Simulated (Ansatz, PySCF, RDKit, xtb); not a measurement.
# CH10AlNSi2: ranking a sample of isomers, part 2 of 2

Which of a sample of isomers of CH10AlNSi2 is the most stable in the gas at 298.15 K, and what are its properties? The sample is small against all isomers, and the most stable one of this formula need not be in it.

xtb, Ansatz and PySCF; isolated molecules.

**10. c920d at MP2/def2-TZVPP**

input.yaml reads:

```yaml
crystal:
  periodic: [false, false, false]
  atoms:
    - {symbol: C, position_ang: [-2.418624, 2.164954, -2.447022]}
    - {symbol: Al, position_ang: [-1.772872, -0.020071, 1.013326]}
    - {symbol: N, position_ang: [-0.889103, 0.478355, -0.476045]}
    - {symbol: Si, position_ang: [-1.689930, 0.486033, -2.047304]}
    - {symbol: Si, position_ang: [0.791477, 0.977945, -0.437511]}
    - {symbol: H, position_ang: [-3.192014, 2.438215, -1.712191]}
    - {symbol: H, position_ang: [-1.638572, 2.941856, -2.430964]}
    - {symbol: H, position_ang: [-2.881316, 2.163914, -3.446595]}
    - {symbol: H, position_ang: [-0.676917, 0.119305, -3.089660]}
    - {symbol: H, position_ang: [-2.768153, -0.550585, -2.045930]}
    - {symbol: H, position_ang: [-3.305352, -0.399308, 0.861530]}
    - {symbol: H, position_ang: [-0.987094, -0.041686, 2.389693]}
    - {symbol: H, position_ang: [1.215278, 1.178024, 0.980956]}
    - {symbol: H, position_ang: [0.975545, 2.265254, -1.181513]}
    - {symbol: H, position_ang: [1.689189, -0.038120, -1.070826]}
basis:
  gaussian: {orbitals: def2-TZVPP}
correlation: {method: mp2, frozen_orbitals: {"N": 1, H: 0, Si: 5, C: 1, Al: 5}}
```

Started as:

```bash
$ ansatz run input.yaml --threads 4 --pin off --max-ram 7830MiB --events-out events.jsonl --progress --plain --runs-dir runs
```

Output:

```text
Warning: RAYON_NUM_THREADS=4 ignored (pool sized by the plan → 4); use --threads N
Functional definition: HF
  name "HF"
  exchange = exact_x
  correlation = 0
1862 factors; integrals over basis functions are off by at most 1.5e-3 eV
mean field evaluation 1: about -24976.5120 eV, gradient 4.6e1 eV
mean field evaluation 2: about -24976.7769 eV, gradient 4.6e1 eV
mean field evaluation 4: about -24982.0695 eV, gradient 5.5e0 eV
mean field evaluation 8: about -24982.1806 eV, gradient 2.4e-1 eV
mean field -24982.18092917 eV, -918.0782156165 hartree, gradient 8.7e-6 eV, S^2 0.000000; 0 other end points of the search recorded, 0 dependent functions left out
17 core orbitals not correlated: weight in the atoms' cores, before any rotation towards them, 1.000 or more for the frozen orbitals, at most 0.000 for the correlated occupied ones
reference -24982.18092917 eV, -918.0782156165 hartree; 15, 15 occupied and 296, 296 virtual orbitals, 1862 factors
second order -19.76112169 eV of doubles, -0.00000000 eV of singles
Total energy: -25001.94205086 eV, -918.8044234442 hartree
```

Run time: 6.9 s. Hardware: 4 threads of Arm Neoverse V1, shared host; peak memory 1 GiB.

**11. c941b at CCSD(T)/def2-SVP**

input.yaml reads:

```yaml
crystal:
  periodic: [false, false, false]
  atoms:
    - {symbol: C, position_ang: [-1.221379, 0.295317, 1.907689]}
    - {symbol: Al, position_ang: [0.328501, -0.232449, 0.846418]}
    - {symbol: "N", position_ang: [0.402111, 0.313437, -0.879163]}
    - {symbol: Si, position_ang: [1.751468, -0.066846, -1.930569]}
    - {symbol: Si, position_ang: [-0.908222, 1.272001, -1.544151]}
    - {symbol: H, position_ang: [-1.621997, 1.281915, 1.622603]}
    - {symbol: H, position_ang: [-0.986315, 0.322974, 2.983842]}
    - {symbol: H, position_ang: [-2.043345, -0.430554, 1.778215]}
    - {symbol: H, position_ang: [1.525144, -1.124060, 1.383962]}
    - {symbol: H, position_ang: [1.319429, -0.886722, -3.106097]}
    - {symbol: H, position_ang: [2.395671, 1.175575, -2.463223]}
    - {symbol: H, position_ang: [2.766850, -0.837929, -1.152317]}
    - {symbol: H, position_ang: [-0.951708, 2.648714, -0.957958]}
    - {symbol: H, position_ang: [-2.234306, 0.628863, -1.287548]}
    - {symbol: H, position_ang: [-0.716819, 1.398049, -3.022888]}
basis:
  gaussian:
    orbitals: def2-SVP
correlation:
  method: ccsd_t
  frozen_orbitals: {"N": 1, H: 0, Si: 5, C: 1, Al: 5}
```

Started as:

```bash
$ ansatz run input.yaml --threads 4 --pin off --max-ram 7830MiB --events-out events.jsonl --progress --plain --runs-dir runs
```

Output, cut to the lines that bear on the results:

```text
Warning: RAYON_NUM_THREADS=4 ignored (pool sized by the plan → 4); use --threads N
Functional definition: HF
  name "HF"
[...]
1292 factors; integrals over basis functions are off by at most 1.2e-3 eV
[...]
mean field -24971.13843480 eV, -917.6724114332 hartree, gradient 6.7e-7 eV, S^2 0.000000; 0 other end points of the search recorded, 0 dependent functions left out
17 core orbitals not correlated: weight in the atoms' cores, before any rotation towards them, 1.000 or more for the frozen orbitals, at most 0.000 for the correlated occupied ones
reference -24971.13843480 eV, -917.6724114332 hartree; 15, 15 occupied and 100, 100 virtual orbitals, 1292 factors
second order -15.87073546 eV of doubles, -0.00000000 eV of singles
cycle   1  -17.20758456 eV  change    -1.3e0 eV  update   1.0e-1
[...]
cycle   9  -17.90240231 eV  change    8.0e-8 eV  update   1.7e-5
perturbative correction -0.48910778 eV, -0.0179743793 hartree
Total energy: -24989.52994489 eV, -918.3482869629 hartree
```

Run time: 9.9 s. Hardware: 4 threads of Arm Neoverse V1, shared host; peak memory 0.75 GiB.

**12. Putting it together**

Energies in kcal/mol from c941b; G adds the thermal terms to the CCSD(T)/def2-SVP + MP2/def2-TZVPP - MP2/def2-SVP energy. The columns left of the relaxed level are at the tight-binding geometries.

```csv
label,SMILES,spin,GFN2-xTB,HF/STO-3G,r2SCAN-D4/def2-SVP,PBE0-D3(BJ)/def2-SVP,HF/def2-SVP,MP2/def2-SVP,CCSD(T)/def2-SVP + MP2/def2-TZVPP - MP2/def2-SVP,G,share at equilibrium,T1
c941b,[CH3][AlH][N]([SiH3])[SiH3],singlet,0.0,0.0,0.0,0.0,0.0,0.0,0.0,0.0,83.8 %,0.012
c920d,C[SiH2][N]([AlH2])[SiH3],singlet,-6.1,2.6,0.2,-0.4,-0.6,-0.3,-0.4,1.0,16.2 %,0.012
c063a,[SiH3][CH2][AlH][NH][SiH3],singlet,17.4,3.3,4.7,8.0,10.4,10.3,10.5,10.7,< 0.1 %,0.012
```

Lowest found: c941b, `[CH3][AlH][N]([SiH3])[SiH3]`, a singlet. Bond lengths: C1–Al2 1.951 Å, Al2–N3 1.811 Å, N3–Si4 1.752 Å, N3–Si5 1.754 Å, C1–H6 1.102 Å, C1–H7 1.102 Å, C1–H8 1.104 Å, Al2–H9 1.586 Å, Si4–H10 1.497 Å, Si4–H11 1.497 Å, Si4–H12 1.494 Å, Si5–H13 1.497 Å, Si5–H14 1.496 Å, Si5–H15 1.496 Å. Some angles: C1–Al2–N3 118.0°, Al2–N3–Si4 122.5°, Al2–N3–Si5 119.7°, Si4–N3–Si5 117.8°, C1–Al2–H9 124.5°, N3–Al2–H9 117.5°, Al2–C1–H6 113.0°, Al2–C1–H7 111.6°, Al2–C1–H8 110.5°, N3–Si4–H10 111.6°.

```xyz
15

C    -1.2214    0.2953    1.9077
Al    0.3285   -0.2324    0.8464
N     0.4021    0.3134   -0.8792
Si    1.7515   -0.0668   -1.9306
Si   -0.9082    1.2720   -1.5442
H    -1.6220    1.2819    1.6226
H    -0.9863    0.3230    2.9838
H    -2.0433   -0.4306    1.7782
H     1.5251   -1.1241    1.3840
H     1.3194   -0.8867   -3.1061
H     2.3957    1.1756   -2.4632
H     2.7668   -0.8379   -1.1523
H    -0.9517    2.6487   -0.9580
H    -2.2343    0.6289   -1.2875
H    -0.7168    1.3980   -3.0229
```

**13. Density, orbitals and dipole (PBE0/def2-SVPD)**

Changes to input.yaml since step 11:

```diff
@@ -19,6 +19,5 @@
 basis:
-  gaussian:
-    orbitals: def2-SVP
-correlation:
-  method: ccsd_t
-  frozen_orbitals: {"N": 1, H: 0, Si: 5, C: 1, Al: 5}
+  gaussian: {orbitals: def2-SVPD}
+total_charge: 0
+hamiltonian: {xc: {name: PBE0}}
+output: {forces: true, orbitals: {seedname: orbitals}}
```

Started as:

```bash
$ ansatz run input.yaml --threads 4 --pin off --max-ram 7830MiB --events-out events.jsonl --progress --plain --runs-dir runs
```

Output, cut to the lines that bear on the results:

```text
Warning: RAYON_NUM_THREADS=4 ignored (pool sized by the plan → 4); use --threads N
Functional definition: PBE0
  name "PBE0"
[...]
1719 factors; their error is unknown
[...]
mean field -25022.24971432 eV, -919.5507163111 hartree, gradient 9.9e-6 eV, S^2 0.000000; 0 other end points of the search recorded, 0 dependent functions left out
[...]
reference -25022.24976386 eV, -919.5507181318 hartree; 32, 32 occupied and 160, 160 virtual orbitals, 1719 factors
Total energy: -25022.24976386 eV, -919.5507181318 hartree
Atom 0 at    -1.221379     0.295317     1.907689 Å, force    -0.009623    -0.009023     0.025858 eV/Å
Atom 1 at     0.328501    -0.232449     0.846418 Å, force     0.007518    -0.020899     0.059072 eV/Å
Atom 2 at     0.402111     0.313437    -0.879163 Å, force     0.007463     0.010449    -0.014231 eV/Å
Atom 3 at     1.751468    -0.066846    -1.930569 Å, force     0.083122    -0.033745    -0.038767 eV/Å
[...]
Atom 5 at    -1.621997     1.281915     1.622603 Å, force     0.000689    -0.029625     0.018848 eV/Å
Atom 6 at    -0.986315     0.322974     2.983842 Å, force    -0.018242     0.003551    -0.025252 eV/Å
Atom 7 at    -2.043345    -0.430554     1.778215 Å, force     0.011496     0.032883     0.008464 eV/Å
Atom 8 at     1.525144    -1.124060     1.383962 Å, force    -0.003774     0.003295    -0.003766 eV/Å
Atom 9 at     1.319429    -0.886722    -3.106097 Å, force    -0.010082     0.012012     0.010562 eV/Å
Atom 10 at     2.395671     1.175575    -2.463223 Å, force    -0.018500    -0.002400     0.003827 eV/Å
Atom 11 at     2.766850    -0.837929    -1.152317 Å, force    -0.007517     0.005089    -0.001034 eV/Å
Atom 12 at    -0.951708     2.648714    -0.957958 Å, force     0.008405    -0.016940     0.005089 eV/Å
Atom 13 at    -2.234306     0.628863    -1.287548 Å, force     0.014168     0.001889     0.004158 eV/Å
Atom 14 at    -0.716819     1.398049    -3.022888 Å, force     0.001164     0.001082     0.007236 eV/Å
Dipole moment:    -0.115882     0.003955     0.172855 e Å
```

Wall time 5.1 s (4 threads of Arm Neoverse V1, shared host); peak memory 0.62 GiB.

**14. Electronic excitations (TD-PBE0/def2-SVPD)**

An in-house driver calls PySCF's response routines at TD-PBE0/def2-SVPD; it has no typed input.

Output:

```text
coarse grid: 13224 points
cycle   1  E = -919.3595630744  dE = -1.085e-01  |g| = 5.723e-01  |ddm| = 4.333e+00
cycle   2  E = -919.2471816134  dE =  1.124e-01  |g| = 8.766e-01  |ddm| = 1.672e+00
cycle   3  E = -919.4329060210  dE = -1.857e-01  |g| = 1.215e-01  |ddm| = 1.065e+00
cycle   4  E = -919.4364480830  dE = -3.542e-03  |g| = 3.713e-02  |ddm| = 1.929e-01
cycle   5  E = -919.4368147911  dE = -3.667e-04  |g| = 5.820e-03  |ddm| = 5.365e-02
cycle   6  E = -919.4368261731  dE = -1.138e-05  |g| = 8.634e-04  |ddm| = 1.194e-02
cycle   7  E = -919.4368264324  dE = -2.593e-07  |g| = 1.704e-04  |ddm| = 1.859e-03
final grid: 111664 points
cycle   8  E = -919.5508656997  dE = -8.946e-06  |g| = 6.265e-03  |ddm| = 5.208e-02
cycle   9  E = -919.5508537772  dE =  1.192e-05  |g| = 9.478e-03  |ddm| = 1.723e-02
cycle  10  E = -919.5508751577  dE = -2.138e-05  |g| = 1.095e-03  |ddm| = 1.048e-02
cycle  11  E = -919.5508754603  dE = -3.026e-07  |g| = 6.504e-05  |ddm| = 1.230e-03
cycle  12  E = -919.5508754614  dE = -1.116e-09  |g| = 2.723e-05  |ddm| = 1.939e-04
cycle  13  E = -919.5508754617  dE = -2.501e-10  |g| = 4.502e-06  |ddm| = 5.796e-05
converged SCF energy = -919.5508754617

Static polarisability (au): isotropic 100.716, principal 83.232 104.778 114.139

Singlet excitations
state   eV       nm        f      main configurations
  1   5.7955    213.9   0.06262   H->L 0.96
  2   5.9139    209.6   0.00386   H-1->L 0.96
  3   6.0677    204.3   0.00610   H->L+1 0.94
  4   6.8816    180.2   0.01657   H-2->L 0.93
  5   6.9342    178.8   0.01499   H->L+2 0.80
  6   6.9495    178.4   0.04269   H-1->L+1 0.89
  7   7.2334    171.4   0.01661   H->L+3 0.78, H->L+4 0.13
  8   7.3868    167.8   0.00013   H-3->L 0.92

Triplet excitations (Tamm-Dancoff, eV): 5.2301 5.4824 5.7520
```

Run time: 11 s. Hardware: 4 threads of Arm Neoverse V1, shared host; peak memory 0.89 GiB.

The roots found:

```csv
excited state,energy (eV),strength
1,5.795,0.0626
2,5.914,0.0039
3,6.068,0.0061
4,6.882,0.0166
5,6.934,0.0150
6,6.949,0.0427
7,7.233,0.0166
8,7.387,0.0001
```

**15. NMR shieldings (GIAO PBE0/pcSseg-1)**

An in-house driver calls PySCF's response routines at GIAO PBE0/pcSseg-1; it has no typed input.

Output:

```text
coarse grid: 13224 points
cycle   1  E = -919.7267685433  dE = -8.628e-02  |g| = 5.936e-01  |ddm| = 3.396e+00
cycle   2  E = -919.6143487764  dE =  1.124e-01  |g| = 8.995e-01  |ddm| = 1.105e+00
cycle   3  E = -919.8028420897  dE = -1.885e-01  |g| = 1.248e-01  |ddm| = 7.814e-01
cycle   4  E = -919.8063823770  dE = -3.540e-03  |g| = 3.440e-02  |ddm| = 1.276e-01
cycle   5  E = -919.8066825759  dE = -3.002e-04  |g| = 7.067e-03  |ddm| = 3.261e-02
cycle   6  E = -919.8066946682  dE = -1.209e-05  |g| = 7.029e-04  |ddm| = 8.503e-03
cycle   7  E = -919.8066948112  dE = -1.429e-07  |g| = 1.739e-04  |ddm| = 1.156e-03
final grid: 111664 points
cycle   8  E = -919.8316186947  dE = -8.717e-06  |g| = 6.346e-03  |ddm| = 1.403e-02
cycle   9  E = -919.8316074904  dE =  1.120e-05  |g| = 9.463e-03  |ddm| = 1.168e-02
cycle  10  E = -919.8316279790  dE = -2.049e-05  |g| = 1.078e-03  |ddm| = 7.239e-03
cycle  11  E = -919.8316282433  dE = -2.643e-07  |g| = 1.704e-04  |ddm| = 9.045e-04
cycle  12  E = -919.8316282496  dE = -6.305e-09  |g| = 1.989e-05  |ddm| = 1.363e-04
cycle  13  E = -919.8316282497  dE = -7.276e-11  |g| = 6.458e-06  |ddm| = 2.893e-05
converged SCF energy = -919.8316282497

GIAO shielding tensors (ppm)
atom      isotropic    diamagn.    paramagn.     s11        s22        s33       span
  0 C      193.346     254.448     -61.103    189.398    192.063    198.576      9.177
  1 Al     331.268     799.244    -467.976    270.968    332.642    390.193    119.225
  2 N      231.291     330.324     -99.033    152.223    260.191    281.459    129.236
  3 Si     398.800     878.436    -479.636    357.774    366.482    472.143    114.369
  4 Si     400.315     879.394    -479.079    364.653    368.541    467.751    103.098
  5 H       31.283      31.520      -0.237     26.334     29.956     37.559     11.225
  6 H       31.473      29.565       1.907     27.349     27.833     39.235     11.886
  7 H       31.457      30.907       0.550     27.153     28.845     38.372     11.219
  8 H       26.398      30.459      -4.060     22.708     24.995     31.491      8.783
  9 H       26.514      28.269      -1.755     23.034     24.608     31.899      8.865
 10 H       26.509      27.901      -1.393     23.038     24.602     31.886      8.848
 11 H       26.297      28.670      -2.373     22.777     25.256     30.858      8.081
 12 H       26.463      29.212      -2.749     23.279     24.424     31.687      8.409
 13 H       26.494      29.818      -3.324     23.003     25.269     31.210      8.207
 14 H       26.455      28.395      -1.940     23.116     25.242     31.005      7.889
```

Run time: 6.9 s. Hardware: 4 threads of Arm Neoverse V1, shared host; peak memory 1 GiB.

Isotropic shieldings, averaged over atoms that the bond graph makes equivalent (absolute, not shifts):

```csv
atoms,shielding (ppm)
C1,193.3
Al2,331.3
N3,231.3
"Si4, Si5",399.6
"H6, H7, H8",31.40
H9,26.40
"H10, H11, H12, H13, H14, H15",26.46
```

**16. The cation at the same geometry (PBE0/def2-SVPD)**

Changes to input.yaml since step 13:

```diff
@@ -20,4 +20,4 @@
   gaussian: {orbitals: def2-SVPD}
-total_charge: 0
-hamiltonian: {xc: {name: PBE0}}
-output: {forces: true, orbitals: {seedname: orbitals}}
+total_charge: 1
+magnetization: {spin_polarized: true, initial_magnetization: 1}
+hamiltonian: {xc: pbe0}
```

Started as:

```bash
$ ansatz run input.yaml --threads 4 --pin off --max-ram 7830MiB --events-out events.jsonl --progress --plain --runs-dir runs
```

Output:

```text
Warning: RAYON_NUM_THREADS=4 ignored (pool sized by the plan → 4); use --threads N
Functional definition: PBE0
  name "PBE0"
  parameter a = 0.25
  parameter kappa = 0.804
  parameter beta = 0.06672455060314922
  exchange = (1 - a)*pbe_x(kappa = kappa, mu = beta*pi^2/3) + a*exact_x
  correlation = pbe_c(beta = beta)
1719 factors; their error is unknown
mean field evaluation 1: about -24994.0661 eV, gradient 6.2e1 eV
mean field evaluation 2: about -24940.8855 eV, gradient 1.0e2 eV
mean field evaluation 4: about -25009.7112 eV, gradient 2.3e1 eV
mean field evaluation 8: about -25012.6922 eV, gradient 2.8e-1 eV
mean field evaluation 16: about -25012.8707 eV, gradient 1.0e-2 eV
mean field evaluation 32: about -25012.8707 eV, gradient 2.6e-5 eV
mean field -25012.87066323 eV, -919.2060425411 hartree, gradient 7.7e-6 eV, S^2 0.758788; 5 other end points of the search recorded, 0 dependent functions left out
reference -25012.87071077 eV, -919.2060442881 hartree; 32, 31 occupied and 160, 161 virtual orbitals, 1719 factors
Total energy: -25012.87071077 eV, -919.2060442881 hartree
```

It took 15 s on 4 threads of Arm Neoverse V1, shared host; peak memory 0.84 GiB.

Difference from the parent: 9.38 eV.

**17. The anion at the same geometry (PBE0/def2-SVPD)**

Changes to input.yaml since step 16:

```diff
@@ -1 +1,4 @@
+basis:
+  gaussian:
+    orbitals: def2-SVPD
 crystal:
@@ -5,3 +8,3 @@
     - {symbol: Al, position_ang: [0.328501, -0.232449, 0.846418]}
-    - {symbol: "N", position_ang: [0.402111, 0.313437, -0.879163]}
+    - {symbol: N, position_ang: [0.402111, 0.313437, -0.879163]}
     - {symbol: Si, position_ang: [1.751468, -0.066846, -1.930569]}
@@ -18,6 +21,9 @@
     - {symbol: H, position_ang: [-0.716819, 1.398049, -3.022888]}
-basis:
-  gaussian: {orbitals: def2-SVPD}
-total_charge: 1
-magnetization: {spin_polarized: true, initial_magnetization: 1}
-hamiltonian: {xc: pbe0}
+total_charge: -1
+magnetization:
+  spin_polarized: true
+  initial_magnetization: 1
+hamiltonian:
+  xc: {name: PBE0}
+scf:
+  lower_state_search: "off"
```

Started as:

```bash
$ ansatz run input.yaml --threads 4 --pin off --max-ram 7830MiB --events-out events.jsonl --progress --plain --runs-dir runs
```

Output, cut to the lines that bear on the results:

```text
Warning: RAYON_NUM_THREADS=4 ignored (pool sized by the plan → 4); use --threads N
Functional definition: PBE0
  name "PBE0"
[...]
1719 factors; their error is unknown
[...]
mean field -25021.70167533 eV, -919.5305762497 hartree, gradient 2.6e-6 eV, S^2 0.755290; 0 other end points of the search recorded, 0 dependent functions left out
reference -25021.70172672 eV, -919.5305781384 hartree; 33, 32 occupied and 159, 160 virtual orbitals, 1719 factors
Total energy: -25021.70172672 eV, -919.5305781384 hartree
Checks for a lower state left out: stability, starts, cluster_reference, orbital_swaps, neighbouring_geometries, increment
```

It took 7.5 s on 4 threads of Arm Neoverse V1, shared host; peak memory 0.81 GiB.

Parent less the species with the added electron: -0.55 eV. The extra electron isn't bound at this geometry, so the number measures the basis, not the molecule.

**18. The triplet at the same geometry (PBE0/def2-SVPD)**

Changes to input.yaml since step 17:

```diff
@@ -1,4 +1 @@
-basis:
-  gaussian:
-    orbitals: def2-SVPD
 crystal:
@@ -21,9 +18,9 @@
     - {symbol: H, position_ang: [-0.716819, 1.398049, -3.022888]}
-total_charge: -1
+basis:
+  gaussian:
+    orbitals: def2-SVPD
 magnetization:
   spin_polarized: true
-  initial_magnetization: 1
+  initial_magnetization: 2
 hamiltonian:
   xc: {name: PBE0}
-scf:
-  lower_state_search: "off"
```

Started as:

```bash
$ ansatz run input.yaml --threads 4 --pin off --max-ram 7830MiB --events-out events.jsonl --progress --plain --runs-dir runs
```

Output:

```text
Warning: RAYON_NUM_THREADS=4 ignored (pool sized by the plan → 4); use --threads N
Functional definition: PBE0
  name "PBE0"
  parameter a = 0.25
  parameter kappa = 0.804
  parameter beta = 0.06672455060314922
  exchange = (1 - a)*pbe_x(kappa = kappa, mu = beta*pi^2/3) + a*exact_x
  correlation = pbe_c(beta = beta)
1719 factors; their error is unknown
mean field evaluation 1: about -25006.7036 eV, gradient 4.5e1 eV
mean field evaluation 2: about -24991.4735 eV, gradient 6.8e1 eV
mean field evaluation 4: about -25016.0807 eV, gradient 7.1e0 eV
mean field evaluation 8: about -25016.3974 eV, gradient 5.1e-1 eV
mean field evaluation 16: about -25016.9309 eV, gradient 3.0e-1 eV
mean field evaluation 32: about -25016.8677 eV, gradient 7.9e-1 eV
mean field -25016.94806558 eV, -919.3558843135 hartree, gradient 2.0e-5 eV, S^2 2.007228; 8 other end points of the search recorded, 0 dependent functions left out
reference -25016.94811442 eV, -919.3558861083 hartree; 33, 31 occupied and 159, 161 virtual orbitals, 1719 factors
Total energy: -25016.94811442 eV, -919.3558861083 hartree
```

Wall time 28 s (4 threads of Arm Neoverse V1, shared host); peak memory 0.89 GiB.

It lies 5.30 eV above the singlet.

**19. Summary of results**

This closing draws on all 2 parts.

| quantity | value |
| --- | --- |
| lowest structure found | [CH3][AlH][N]([SiH3])[SiH3], singlet |
| next finalist | C[SiH2][N]([AlH2])[SiH3], singlet, 1.0 kcal/mol higher in G |
| share at equilibrium, among the finalists | 83.8 % |
| funnel | 13 starts, 11 minima at GFN2-xTB, 10 screening runs, 3 relaxed, 3 ranked |
| CPU time of all runs | 23 min |
| dipole moment (PBE0/def2-SVPD) | 1.00 D |
| HOMO energy (PBE0/def2-SVPD) | -7.65 eV |
| LUMO energy (PBE0/def2-SVPD) | -0.81 eV |
| HOMO–LUMO gap (PBE0/def2-SVPD) | 6.84 eV |
| lowest excitation (TD-PBE0/def2-SVPD) | 5.80 eV (f = 0.063) |
| lowest triplet excitation, same level, Tamm-Dancoff | 5.23 eV |
| vertical ionisation energy | 9.38 eV |
| vertical electron affinity | -0.55 eV (unbound: the value depends on the basis) |
| vertical triplet less singlet | +5.30 eV |

In words: `[CH3][AlH][N]([SiH3])[SiH3]` comes out lowest. Its margin of 1.0 kcal/mol is inside the likely error of CCSD(T)/def2-SVP + MP2/def2-TZVPP - MP2/def2-SVP with harmonic terms (about 1.5 kcal/mol), so the order of the first two is not settled. The thermal terms turn the order: in electronic energy alone `C[SiH2][N]([AlH2])[SiH3]` is lowest. They come from GFN2-xTB, so the order rests on a rough term. With modes this soft, harmonic terms can't settle so small a difference. HF/STO-3G and r2SCAN-D4/def2-SVP already put its bonding pattern lowest among the structures in one piece; GFN2-xTB favours the singlet C[SiH2][N]([AlH2])[SiH3] (c920b, not a finalist); PBE0-D3(BJ)/def2-SVP, HF/def2-SVP and MP2/def2-SVP favour the singlet C[SiH2][N]([AlH2])[SiH3]. The largest share of the time went into the relaxations (57 %). 3 minima inside the window were never screened. Lowest found is not proven lowest: the search is finite, and each finalist counts with one conformer. Only 4 drawn patterns were tried, so whole families of isomers are missing, and the result ranks this sample alone. The lowest isomer need not be the one that is made and kept in a bottle, which depends on barriers.
